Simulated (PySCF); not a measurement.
# Pt (Pt3+): the cost of one run

Programs: PySCF 2.14.0, with routines of our own; each step states its level. All values are computed. Atoms count from 0.

## Step 1: The system as given

1 atom, charge 3, states of the metal's open shell are computed; geometry from: free ion.

## Step 2: Ligand-field states: state-averaged CASSCF

Job settings and geometry (Å):

```
{"job": {"kind": "lf", "basis": {"metal": "x2c-TZVPall", "ligand": "x2c-SVPall"}, "nevpt": true}, "charge": 3, "metal": "Pt", "open_shell": "d7"}
Pt     0.000000     0.000000     0.000000
```

With the program's defaults for keys left out, this is: state-averaged CASSCF of the metal d shell, SC-NEVPT2 on the averaged canonical orbitals, state-interaction spin-orbit coupling.

Launch:

```
OMP_NUM_THREADS=1 python lf_run.py task.json out
```

The driver reads the jobs from task.json and runs them one after another.

**Question.** How long does this first job take on 1 thread of Intel Xeon Platinum 8259CL at 2.50GHz, shared host, and how much memory does it need?

About 12 s, with a peak of 0.23 GiB.
